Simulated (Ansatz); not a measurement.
The system is CsLiCr2Te2S3.

```
CELL_PARAMETERS angstrom
3.60358 0.00000 0.00000
-1.80179 3.12079 0.00000
0.00000 0.00000 19.06651
ATOMIC_POSITIONS crystal
Cs 0.00000 0.00000 0.37399
Li 0.66667 0.33333 0.01607
Cr 0.00000 0.00000 0.86637
Cr 0.33333 0.66667 0.16833
Te 0.33333 0.66667 0.53891
Te 0.66667 0.33333 0.77276
S 0.00000 0.00000 0.10030
S 0.33333 0.66667 0.92920
S 0.66667 0.33333 0.23408
```

The cell was built by a generator and needn't be a form met in nature.

```yaml
Program: Ansatz 0.2.0
Task: relaxation of cell and atoms
Functional: LDA
Potentials_or_basis: Ansatz PAW
Cutoff: "420 eV (not typed: the program's choice for these potentials)"
k_mesh: 6 × 6 × 1
Occupations: fermi-dirac, width 0.05 eV
Spin: collinear spin, ferromagnetic start
Starting_moments: "[0.0, 0.0, 3.0, 3.0, 0.0, 0.0, 0.0, 0.0, 0.0] μB"
```

At the start: volume 23.82 Å³/atom.

Q: How do energy, volume and symmetry change on relaxing?

A: It ends after 8 steps and the volume is 20.86 Å³/atom (-12.4 %); space group P3m1 (No. 156, to 0.05 Å); moment 5.46 μB per cell.

Step by step:
| step | energy change (eV) | largest force (eV/Å) | volume (Å³) |
| --- | --- | --- | --- |
| 1 | 0.0000 | 0.6483 | 214.42 |
| 2 | -0.2866 | 0.8587 | 195.68 |
| 3 | -0.3577 | 0.2376 | 189.18 |
| 4 | -0.3690 | 0.0652 | 186.05 |
| 5 | -0.3707 | 0.0515 | 188.53 |
| 6 | -0.3716 | 0.0145 | 187.88 |
| 7 | -0.3717 | 0.0023 | 187.76 |
| 8 | -0.3678 | 0.0023 | 187.76 |

Final structure:
```cif
data_structure
_symmetry_space_group_name_H-M 'P 1'
_symmetry_Int_Tables_number 1
_cell_length_a 3.4939
_cell_length_b 3.4939
_cell_length_c 17.7602
_cell_angle_alpha 90.000
_cell_angle_beta 90.000
_cell_angle_gamma 120.000
_cell_volume 187.76
loop_
_atom_site_label
_atom_site_type_symbol
_atom_site_fract_x
_atom_site_fract_y
_atom_site_fract_z
_atom_site_occupancy
Cs1 Cs 0.00000 0.00000 0.38310 1
Li1 Li 0.66667 0.33333 0.01255 1
Cr1 Cr 0.00000 0.00000 0.85801 1
Cr2 Cr 0.33333 0.66667 0.17035 1
Te1 Te 0.33333 0.66667 0.55754 1
Te2 Te 0.66667 0.33333 0.75904 1
S1 S 0.00000 0.00000 0.09822 1
S2 S 0.33333 0.66667 0.92201 1
S3 S 0.66667 0.33333 0.23920 1
```

Caveat: the plane-wave basis is chosen anew once the cell has moved, so the energies of steps on either side of that aren't comparable; only a ferromagnetic start was run, and an antiferromagnetic order may lie lower in energy; the PAW data sets come from PBE, with cores solved anew for the run's functional, which leaves a small shift of forces and pressure.
